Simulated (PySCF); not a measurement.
# CHBr2F (CHBr2F): the cost of one run

Programs: PySCF 2.14.0, with routines of our own; each step states its level. All values are computed. Atoms count from 0.

## 1. The system as given

5 atoms, charge 0, multiplicity 1; geometry from: GFN2-xTB.

## 2. Optimising the geometry at PBE0-D3(BJ)/def2-SVP

What the job is given:

```
{"job": {"xc": "PBE0", "basis": "def2-SVP", "d3": "d3bj", "grid": 1, "maxiter": 30, "shake": 0.01, "kind": "geom"}, "charge": 0, "multiplicity": 1}
F     -0.015880     1.125710    -0.803130
C     -0.011720     0.144860     0.066530
Br     1.628760    -0.854010    -0.164930
Br    -1.523970    -0.992070    -0.212850
H     -0.043620     0.541530     1.076490
```

Run with:

```sh
$ OMP_NUM_THREADS=1 python heavy_run.py task.json out
```

The driver reads the jobs from task.json and runs them one after another.

**Question.** How long does this first job take on 1 thread of Arm Neoverse V1, shared host, and how much memory does it need?

About 21 s, with a peak of 0.4 GiB.
